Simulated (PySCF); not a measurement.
**A diatomic session: PbI+**

Aim: find the lowest electronic state of PbI+, scan its bond at several levels of theory, and get bond length, wavenumber and dissociation energy from each curve.

The runs use PySCF 2.14.0; Pb def2-SVP with ECP60, I def2-SVP with ECP28, scalar-relativistic core potentials.

**1. Set-up**

The job is set up so:

- atoms: Pb, I
- charge: 1
- basis: Pb def2-SVP with ECP60, I def2-SVP with ECP28
- Hamiltonian: scalar-relativistic core potentials
- basis functions: 52
- electrons treated: 46
- masses in u: 207.9766, 126.9045
- levels: PBE0, PBE, r²SCAN, TPSS, M06, BLYP, HF, MP2, SCS-MP2, CCSD, CCSD(T)
- grid: 80 radial by 434 angular points
- occupations: held fixed by the projection of orbital angular momentum
- dissociation limit: Pb+ + I, each in its ground configuration
- starting distance in angstrom: 2.805
- values of 2S to try: 0, 2

After this run come: PBE0 along the bond; Other states along the same grid; PBE (GGA); r²SCAN (meta-GGA); TPSS (meta-GGA); M06; BLYP; RHF (mean field); MP2 and coupled cluster.

Q: Predict the outcome of this session. Wanted: for each run, Re; ωe; De; μ.

**Answer**, as computed:

Lowest PBE0 solution found, without spin–orbit coupling: ¹Σ⁺ (singlet), closed shell. State 2 has its PBE0 minimum 2.39 eV higher. The other levels ran on the lowest alone.

| level | Re (Å) | ωe (cm⁻¹) | De (eV) | μ (D) |
| --- | --- | --- | --- | --- |
| RHF | 2.711 | 204.4 | 1.77 | -4.90 |
| RHF-MP2 | 2.703 | 208.7 | 2.94 | n/a |
| RHF-SCS-MP2 | 2.710 | 205.8 | 2.79 | n/a |
| RHF-CCSD | 2.714 | 203.7 | 2.74 | n/a |
| RHF-CCSD(T) | 2.722 | 200.2 | 2.89 | n/a |
| PBE | 2.724 | 195.4 | 3.54 | -3.35 |
| BLYP | 2.754 | 187.5 | 3.38 | -3.31 |
| TPSS | 2.720 | 196.1 | 3.45 | -3.58 |
| r²SCAN | 2.706 | 202.3 | 3.34 | -3.66 |
| PBE0 | 2.697 | 204.9 | 3.24 | -3.78 |
| M06 | 2.717 | 201.6 | 3.46 | -3.67 |

De is counted to Pb+ + I in their ground configurations. A positive dipole points from Pb to I; in an ion it is taken about the centre of mass and does not tell which atom is negative.

Differences from CCSD(T) in the same basis:

```
      level  Re (mÅ)  ωe (%)
        RHF      -11    +2.1
    RHF-MP2      -19    +4.2
RHF-SCS-MP2      -12    +2.8
   RHF-CCSD       -8    +1.8
        PBE       +2    -2.4
       BLYP      +32    -6.3
       TPSS       -2    -2.1
     r²SCAN      -17    +1.0
       PBE0      -25    +2.3
        M06       -5    +0.7
```

What this shows: Against CCSD(T) in the same basis, the bond length is nearest at PBE and TPSS (2 mÅ off) and farthest at BLYP (+32 mÅ); the wavenumber is nearest at M06 (+0.7 %) and farthest at BLYP (-6.3 %). Hartree–Fock falls on the short and stiff side, its usual fault. CCSD(T) in a basis this small is itself some way from its limit, more so than the functionals. Among the levels with a De in the table, it runs from 1.77 eV (RHF) to 3.54 eV (PBE).

Correlated steps freeze 8 core orbitals. Spin–orbit coupling is left out, which matters for elements this heavy, above all for dissociation energies.
